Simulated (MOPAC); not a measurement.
# C2H5BFN (SMILES BC/N=C/F) at 5 levels

Wanted: a comparison of 5 runs (MNDO, PM3, PM6, PM6-D3H4, PM7) of C2H5BFN. 

Program for the calculation: MOPAC 23.2.5.

4 further runs of the same task are left out: 2 that didn't finish, 2 set aside as unsound or not needed.

## Step 1: The molecule

The species is C2H5BFN (10 atoms), meant as a singlet with charge 0. As SMILES, `BC/N=C/F`. Geometry: relaxed at GFN2-xTB. This is one conformer, not always the lowest.

Bond lengths: B1–C2 1.576 Å, C2–N3 1.428 Å, N3–C4 1.241 Å, C4–F5 1.331 Å, B1–H6 1.165 Å, B1–H7 1.167 Å, C2–H8 1.097 Å, C2–H9 1.104 Å, C4–H10 1.099 Å. Some angles: B1–C2–N3 114.7°, C2–N3–C4 121.5°, N3–C4–F5 119.7°, B1–C2–H8 107.1°, B1–C2–H9 109.9°, N3–C2–H8 106.4°, N3–C2–H9 112.0°, C2–B1–H6 121.0°, C2–B1–H7 117.6°, N3–C4–H10 129.3°.

## Step 2: Energy and forces at MNDO (run 1)

Contents of c2h5bfn.mop:

```
MNDO 1SCF BONDS DISP GRADIENTS AUX(PRECISION=6) THREADS=1
C2H5BFN

B -1.436700 1 0.660340 1 -0.658500 1
C -0.163640 1 -0.267790 1 -0.641970 1
N 0.960900 1 0.275100 1 0.051680 1
C 1.361630 1 -0.213710 1 1.119670 1
F 2.393410 1 0.340660 1 1.752910 1
H -1.423350 1 1.707730 1 -0.148190 1
H -2.392620 1 0.256830 1 -1.192350 1
H 0.151240 1 -0.401570 1 -1.683880 1
H -0.434240 1 -1.271300 1 -0.269620 1
H 0.983370 1 -1.086290 1 1.670240 1
```

Command:

```console
mopac c2h5bfn.mop
```

c2h5bfn.out:

```text
MOPAC v23.2.5
MNDO CALCULATION RESULTS
[...]
           Empirical Formula: C2 H5 N B F  =    10 atoms
      MOLECULAR POINT GROUP   :   C1
[...]
     SCF FIELD WAS ACHIEVED
[...]
                              SUM =        -23.48628 KCAL/MOL = FINAL HEAT OF FORMATION
          TOTAL ENERGY            =      -1082.83855 EV
          ELECTRONIC ENERGY       =      -3043.29509 EV
          CORE-CORE REPULSION     =       1960.45653 EV
          COSMO AREA              =        115.80 SQUARE ANGSTROMS
          COSMO VOLUME            =         99.18 CUBIC ANGSTROMS
          GRADIENT NORM           =        167.23027          =       52.88285 PER ATOM
          IONIZATION POTENTIAL    =         11.221440 EV
          HOMO LUMO ENERGIES (EV) =        -11.221  0.630
          NO. OF FILLED LEVELS    =         14
          MOLECULAR WEIGHT        =         72.8766         POINT GROUP:  C1
[...]
                             CARTESIAN COORDINATES
   1    B       -1.436700000     0.660340000    -0.658500000
   2    C       -0.163640000    -0.267790000    -0.641970000
   3    N        0.960900000     0.275100000     0.051680000
   4    C        1.361630000    -0.213710000     1.119670000
   5    F        2.393410000     0.340660000     1.752910000
   6    H       -1.423350000     1.707730000    -0.148190000
   7    H       -2.392620000     0.256830000    -1.192350000
   8    H        0.151240000    -0.401570000    -1.683880000
   9    H       -0.434240000    -1.271300000    -0.269620000
  10    H        0.983370000    -1.086290000     1.670240000
           Empirical Formula: C2 H5 N B F  =    10 atoms
[...]
              NET ATOMIC CHARGES AND DIPOLE CONTRIBUTIONS
  ATOM NO.   TYPE          CHARGE      No. of ELECS.   s-Pop       p-Pop
    1          B           0.169706        2.8303     1.25836     1.57193
    2          C           0.043197        3.9568     1.20525     2.75155
    3          N          -0.303742        5.3037     1.67813     3.62561
    4          C           0.272674        3.7273     1.19650     2.53083
    5          F          -0.189536        7.1895     1.88230     5.30724
    6          H          -0.045787        1.0458     1.04579
    7          H          -0.056248        1.0562     1.05625
    8          H           0.048793        0.9512     0.95121
    9          H           0.000079        0.9999     0.99992
   10          H           0.060864        0.9391     0.93914
 DIPOLE           X         Y         Z       TOTAL
 POINT-CHG.    -1.720    -1.366    -0.426     2.238
 HYBRID        -0.199    -0.927     0.314     0.999
 SUM           -1.919    -2.293    -0.113     2.992
[...]
 * JOB ENDED NORMALLY *
[...]
```

Wall time 0.04 s (1 thread of Intel Xeon 6975P-C (Granite Rapids), shared host).

## Step 3: Energy and gradient at PM3 (run 2)

Contents of job.mop:

```
DISP BONDS GRADIENTS 1SCF PM3 AUX(PRECISION=6) T=10M THREADS=1
C2H5BFN gradient

B     -1.436700 +1     0.660340 +1    -0.658500 +1
C     -0.163640 +1    -0.267790 +1    -0.641970 +1
N      0.960900 +1     0.275100 +1     0.051680 +1
C      1.361630 +1    -0.213710 +1     1.119670 +1
F      2.393410 +1     0.340660 +1     1.752910 +1
H     -1.423350 +1     1.707730 +1    -0.148190 +1
H     -2.392620 +1     0.256830 +1    -1.192350 +1
H      0.151240 +1    -0.401570 +1    -1.683880 +1
H     -0.434240 +1    -1.271300 +1    -0.269620 +1
H      0.983370 +1    -1.086290 +1     1.670240 +1
```

Command:

```console
mopac job.mop
```

job.out:

```text
MOPAC v23.2.5
PM3 CALCULATION RESULTS
[...]
           Empirical Formula: C2 H5 N B F  =    10 atoms
      MOLECULAR POINT GROUP   :   C1
[...]
     SCF FIELD WAS ACHIEVED
[...]
                              SUM =          2.29485 KCAL/MOL = FINAL HEAT OF FORMATION
          TOTAL ENERGY            =      -1010.60216 EV
          ELECTRONIC ENERGY       =      -2924.23120 EV
          CORE-CORE REPULSION     =       1913.62904 EV
          COSMO AREA              =        115.80 SQUARE ANGSTROMS
          COSMO VOLUME            =         99.18 CUBIC ANGSTROMS
          GRADIENT NORM           =        147.06542          =       46.50617 PER ATOM
          IONIZATION POTENTIAL    =         10.518167 EV
          HOMO LUMO ENERGIES (EV) =        -10.518  0.041
          NO. OF FILLED LEVELS    =         14
          MOLECULAR WEIGHT        =         72.8766         POINT GROUP:  C1
[...]
                             CARTESIAN COORDINATES
   1    B       -1.436700000     0.660340000    -0.658500000
   2    C       -0.163640000    -0.267790000    -0.641970000
   3    N        0.960900000     0.275100000     0.051680000
   4    C        1.361630000    -0.213710000     1.119670000
   5    F        2.393410000     0.340660000     1.752910000
   6    H       -1.423350000     1.707730000    -0.148190000
   7    H       -2.392620000     0.256830000    -1.192350000
   8    H        0.151240000    -0.401570000    -1.683880000
   9    H       -0.434240000    -1.271300000    -0.269620000
  10    H        0.983370000    -1.086290000     1.670240000
           Empirical Formula: C2 H5 N B F  =    10 atoms
[...]
              NET ATOMIC CHARGES AND DIPOLE CONTRIBUTIONS
  ATOM NO.   TYPE          CHARGE      No. of ELECS.   s-Pop       p-Pop
    1          B          -0.086542        3.0865     1.10932     1.97723
    2          C          -0.102369        4.1024     1.13412     2.96825
    3          N          -0.088660        5.0887     1.57499     3.51367
    4          C           0.014203        3.9858     1.19563     2.79017
    5          F          -0.106741        7.1067     1.76118     5.34556
    6          H           0.055517        0.9445     0.94448
    7          H           0.032692        0.9673     0.96731
    8          H           0.107602        0.8924     0.89240
    9          H           0.072080        0.9279     0.92792
   10          H           0.102220        0.8978     0.89778
 DIPOLE           X         Y         Z       TOTAL
 POINT-CHG.    -1.210    -1.135    -0.625     1.773
 HYBRID        -0.361    -1.224     0.332     1.319
 SUM           -1.572    -2.359    -0.294     2.849
[...]
 * JOB ENDED NORMALLY *
[...]
```

It took 0.04 s on 1 thread of Intel Xeon 6975P-C (Granite Rapids), shared host.

Runs 3 to 4 aren't shown in full; the table further down has their settings and results.

## Step 4: Energy and forces at PM7 (run 5)

Contents of job.mop:

```
PM7 1SCF DISP GRADIENTS BONDS AUX(PRECISION=9) THREADS=1
C2H5BFN, PM7

B -1.436700 1 0.660340 1 -0.658500 1
C -0.163640 1 -0.267790 1 -0.641970 1
N 0.960900 1 0.275100 1 0.051680 1
C 1.361630 1 -0.213710 1 1.119670 1
F 2.393410 1 0.340660 1 1.752910 1
H -1.423350 1 1.707730 1 -0.148190 1
H -2.392620 1 0.256830 1 -1.192350 1
H 0.151240 1 -0.401570 1 -1.683880 1
H -0.434240 1 -1.271300 1 -0.269620 1
H 0.983370 1 -1.086290 1 1.670240 1
```

Command:

```console
mopac job.mop
```

job.out:

```text
MOPAC v23.2.5
PM7 CALCULATION RESULTS
[...]
           Empirical Formula: C2 H5 N B F  =    10 atoms
      MOLECULAR POINT GROUP   :   C1
[...]
     SCF FIELD WAS ACHIEVED
[...]
                              SUM =         -6.76306 KCAL/MOL = FINAL HEAT OF FORMATION
          TOTAL ENERGY            =      -1019.93907 EV
          ELECTRONIC ENERGY       =      -2926.82692 EV
          CORE-CORE REPULSION     =       1906.88785 EV
          COSMO AREA              =        115.80 SQUARE ANGSTROMS
          COSMO VOLUME            =         99.18 CUBIC ANGSTROMS
          GRADIENT NORM           =        109.96081          =       34.77266 PER ATOM
          IONIZATION POTENTIAL    =         10.400563 EV
          HOMO LUMO ENERGIES (EV) =        -10.401 -0.759
          NO. OF FILLED LEVELS    =         14
          MOLECULAR WEIGHT        =         72.8766         POINT GROUP:  C1
[...]
                             CARTESIAN COORDINATES
   1    B       -1.436700000     0.660340000    -0.658500000
   2    C       -0.163640000    -0.267790000    -0.641970000
   3    N        0.960900000     0.275100000     0.051680000
   4    C        1.361630000    -0.213710000     1.119670000
   5    F        2.393410000     0.340660000     1.752910000
   6    H       -1.423350000     1.707730000    -0.148190000
   7    H       -2.392620000     0.256830000    -1.192350000
   8    H        0.151240000    -0.401570000    -1.683880000
   9    H       -0.434240000    -1.271300000    -0.269620000
  10    H        0.983370000    -1.086290000     1.670240000
           Empirical Formula: C2 H5 N B F  =    10 atoms
[...]
              NET ATOMIC CHARGES AND DIPOLE CONTRIBUTIONS
  ATOM NO.   TYPE          CHARGE      No. of ELECS.   s-Pop       p-Pop
    1          B           0.075200        2.9248     0.79606     2.12874
    2          C          -0.278147        4.2781     1.06265     3.21549
    3          N          -0.383554        5.3836     1.71251     3.67104
    4          C           0.198315        3.8017     1.10975     2.69194
    5          F          -0.168539        7.1685     1.96803     5.20051
    6          H           0.059021        0.9410     0.94098
    7          H           0.038029        0.9620     0.96197
    8          H           0.183238        0.8168     0.81676
    9          H           0.138628        0.8614     0.86137
   10          H           0.137809        0.8622     0.86219
 DIPOLE           X         Y         Z       TOTAL
 POINT-CHG.    -3.057    -1.778    -0.644     3.594
 HYBRID         0.543    -0.684     0.313     0.928
 SUM           -2.513    -2.462    -0.330     3.534
[...]
 * JOB ENDED NORMALLY *
[...]
```

Run time: 0.04 s. Hardware: 1 thread of Intel Xeon 6975P-C (Granite Rapids), shared host.

## Step 5: All runs side by side

```tsv
run	level	heat of formation (kcal/mol)	dipole moment (D)	HOMO energy (eV)	LUMO energy (eV)	wall time
1	MNDO	-23.49	2.99	-11.22	0.63	0.04 s
2	PM3	2.29	2.85	-10.52	0.04	0.04 s
3	PM6	-1.22	3.34	-10.13	-0.32	0.04 s
4	PM6-D3H4	1.00	3.34	-10.13	-0.32	0.04 s
5	PM7	-6.76	3.53	-10.40	-0.76	0.04 s
```

## Step 6: Results

```
                                        quantity          value
                             run 5: total energy   -37.48207 Eh
                            run 5: dipole moment         3.53 D
                              run 5: HOMO energy      -10.40 eV
                              run 5: LUMO energy       -0.76 eV
                            run 5: HOMO–LUMO gap        9.64 eV
                        run 5: dispersion energy   -2.11 kJ/mol
run 5: heat of formation at this unrelaxed shape  -6.8 kcal/mol
                 run 5: largest force on an atom     3.367 eV/Å
```

In words: The dipole moment (its size) runs from 2.85 D (PM3) to 3.53 D (PM7). The HOMO–LUMO gap runs from 9.64 eV (PM7) to 11.85 eV (MNDO). Force-field and semi-empirical energies have zeros of their own, so their totals don't compare. All runs together took 0.2 s, the longest 0.04 s.
